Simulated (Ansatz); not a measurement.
# AlH7N2OSi: the cost of one run

Computed with Ansatz 0.2.0, driven from Python. Level of theory: CAM-B3LYP/def2-SVPD.

## 1. Starting point

Bond lengths: N1–Si2 1.726 Å, Si2–Al3 2.358 Å, Al3–N4 1.984 Å, Al3–O5 1.819 Å, N1–H6 1.079 Å, N1–H7 1.066 Å, Si2–H8 1.494 Å, Si2–H9 1.445 Å, N4–H10 1.018 Å, N4–H11 1.084 Å, O5–H12 1.025 Å. Angles (14 of 16 angles, heavy atoms first): N1–Si2–Al3 109.7°, Si2–Al3–N4 119.6°, Si2–Al3–O5 121.4°, N4–Al3–O5 118.8°, N1–Si2–H8 109.1°, N1–Si2–H9 109.3°, Al3–Si2–H8 108.6°, Al3–Si2–H9 110.7°, Si2–N1–H6 110.4°, Si2–N1–H7 108.2°, Al3–N4–H10 105.4°, Al3–N4–H11 100.4°, Al3–O5–H12 103.8°, H8–Si2–H9 109.4°.

No structure file is read: the coordinates are typed or built in the script.

## 2. Script

ip.py reads:

```python
import ansatz as az
from ase import Atoms


def energy(molecule, charge=0, unpaired=0):
    calc = molecule.calculation().basis(gaussian='def2-SVPD').functional('cam_b3lyp')
    if charge:
        calc = calc.charge(charge)
    if unpaired:
        calc = calc.spin('collinear', total=unpaired)
    return calc.run().report['free_energy_ev']

atoms = Atoms(['N', 'Si', 'Al', 'N', 'O', 'H', 'H', 'H', 'H', 'H', 'H', 'H'], positions=[
    (-1.852, 0.5992, 1.4835),
    (-0.6105, -0.5421, 1.1144),
    (0.475, 0.0812, -0.884),
    (2.0288, -0.9723, -1.5262),
    (-0.0092, 1.5776, -1.7984),
    (-1.4445, 1.5977, 1.5278),
    (-2.5022, 0.6668, 0.6417),
    (0.3939, -0.5462, 2.2202),
    (-1.1927, -1.8585, 0.9897),
    (2.6649, -1.0284, -0.7328),
    (1.5723, -1.9496, -1.6322),
    (0.5532, 2.3193, -1.3697),
])
molecule = az.Crystal.molecule_from_ase(atoms)

parent = energy(molecule, 0, 0)
cation = energy(molecule, 1, 1)
print(f'E(N)   = {parent:.5f} eV')
print(f'E(N-1) = {cation:.5f} eV  (1 unpaired)')
print(f'vertical ionisation energy {cation - parent:.3f} eV')
anion = energy(molecule, -1, 1)
print(f'E(N+1) = {anion:.5f} eV  (1 unpaired)')
print(f'vertical electron affinity {parent - anion:.3f} eV' + ('' if anion < parent else ' (unbound in this basis)'))
print(f'fundamental gap IP - EA = {cation + anion - 2 * parent:.3f} eV')
```

## 3. The run

Launch:

```bash
$ python ip.py
```

**Question.** How long does this script take on 1 thread of Arm Neoverse V2, shared host, and how much memory does it need?

About 87 s, with a peak of 1.1 GiB.
